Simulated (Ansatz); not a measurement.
# Sc12H: the cost of one run

Program: Ansatz 0.2.0. Level of theory: DFT PBEsol, plane waves, PAW, scalar-relativistic, no spin polarisation. These are calculated values, not measurements.

1 further run of the same task is left out (it didn't finish).

## 1. The structure to begin with

The cell holds 13 atoms (HSc12): a = 6.620 Å, b = 9.930 Å, c = 5.276 Å, α = 90.00°, β = 90.00°, γ = 120.00°.

As a file:

```xyz
13
Lattice="6.6200 0.0000 0.0000 -4.9650 8.5996 0.0000 0.0000 0.0000 5.2761" Properties=species:S:1:pos:R:3 pbc="T T T"
Sc    0.0000    0.0000    0.0000
Sc    0.0000    1.9110    2.6381
Sc   -1.6550    2.8665    0.0000
Sc   -1.6550    4.7776    2.6381
Sc   -3.3100    5.7331    0.0000
Sc   -3.3100    7.6441    2.6381
Sc    3.3100    0.0000    0.0000
Sc    3.3100    1.9110    2.6381
Sc    1.6550    2.8665    0.0000
Sc    1.6550    4.7776    2.6381
Sc    0.0000    5.7331    0.0000
Sc    0.0000    7.6441    2.6381
H     5.0155    0.9522    4.0666
```

## 2. Relaxing end A

Input file input.yaml:

```yaml
crystal:
  lattice:
    - [6.62, 0.0, 0.0]
    - [-4.965, 8.599632, 0.0]
    - [0.0, 0.0, 5.27614]
  atoms:
    - { symbol: Sc, position: [0.0, 0.0, 0.0] }
    - { symbol: Sc, position: [0.1666667, 0.2222222, 0.5] }
    - { symbol: Sc, position: [0.0, 0.3333333, 0.0] }
    - { symbol: Sc, position: [0.1666667, 0.5555556, 0.5] }
    - { symbol: Sc, position: [0.0, 0.6666667, 0.0] }
    - { symbol: Sc, position: [0.1666667, 0.8888889, 0.5] }
    - { symbol: Sc, position: [0.5, 0.0, 0.0] }
    - { symbol: Sc, position: [0.6666667, 0.2222222, 0.5] }
    - { symbol: Sc, position: [0.5, 0.3333333, 0.0] }
    - { symbol: Sc, position: [0.6666667, 0.5555556, 0.5] }
    - { symbol: Sc, position: [0.5, 0.6666667, 0.0] }
    - { symbol: Sc, position: [0.6666667, 0.8888889, 0.5] }
    - { symbol: H, position: [0.8406715, 0.1107249, 0.7707595] }
basis:
  ecutwfc: 420.0
kpoints:
  mp_grid: { grid: [3, 2, 3] }
hamiltonian:
  xc: pbesol
scf:
  occupations: { method: gaussian, width: 0.1 }
  lower_state_search: "off"
relax:
  f_tol: 0.03
  max_steps: 60
  adjacent_minimum: "off"
output:
  write_density: true
  write_potential: true
  elf: true
  volumetric_format: npy
```

On the command line:

```bash
$ ansatz run input.yaml --threads 2 --pin off --max-ram 5120MiB --backend cpu --events-out ev --progress --plain --runs-dir out
```

Q: Estimate wall time and peak memory on 2 threads of Intel Xeon Platinum 8488C (Sapphire Rapids), shared host.

About 28 s, with a peak of 0.78 GiB.
